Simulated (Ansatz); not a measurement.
# CH3AlF2Si: the cost of one run

The runs use Ansatz 0.2.0, Gaussian basis; the settings change from run to run.

**1. The molecule**

The structure was relaxed beforehand with PBE0-D4 in a triple-zeta def2 set.

8 atoms, charge 0, spin multiplicity 1.

Atoms are counted from 1 here; the program's logs count them from 0.

Bond lengths: F1–C2 1.356 Å, C2–Al4 1.931 Å, C2–Si5 1.733 Å, F3–Al4 1.649 Å, Al4–H6 1.575 Å, Si5–H7 1.475 Å, Si5–H8 1.480 Å. Angles: F1–C2–Al4 121.2°, F1–C2–Si5 122.2°, Al4–C2–Si5 116.6°, C2–Al4–F3 120.3°, C2–Al4–H6 120.7°, F3–Al4–H6 119.1°, C2–Si5–H7 115.7°, C2–Si5–H8 127.0°, H7–Si5–H8 117.3°.

**2. wB97X/def2-TZVPD**

Options: coordinates scaled by 1.05, a point charge of 2.00 e beside it.

in.yaml reads:

```yaml
crystal:
  periodic: [false, false, false]
  atoms:
    - {symbol: F, position_ang: [1.218983, -1.432401, 1.216438]}
    - {symbol: C, position_ang: [0.457143, -0.562949, 0.385200]}
    - {symbol: F, position_ang: [-0.096682, 1.595797, 2.768059]}
    - {symbol: Al, position_ang: [-0.335965, 1.156072, 1.110624]}
    - {symbol: Si, position_ang: [0.142821, -0.926973, -1.369993]}
    - {symbol: H, position_ang: [-1.217644, 2.156265, 0.133148]}
    - {symbol: H, position_ang: [-0.703803, 0.120875, -2.133101]}
    - {symbol: H, position_ang: [0.631747, -2.166642, -2.168964]}
basis:
  gaussian: {orbitals: def2-TZVPD, point_charges: [{charge: 2.00, position_ang: [6.087, -0.871, 0.267]}]}
hamiltonian: {xc: {name: wB97X}}
output: {forces: true}
```

Launch:

```bash
$ ansatz run in.yaml --threads 2 --pin off --events-out ev --progress --plain --max-ram 4352MiB
```

Q: Estimate wall time and peak memory on 2 threads of Arm Neoverse V2, shared host.

About 12 s, with a peak of 0.81 GiB.
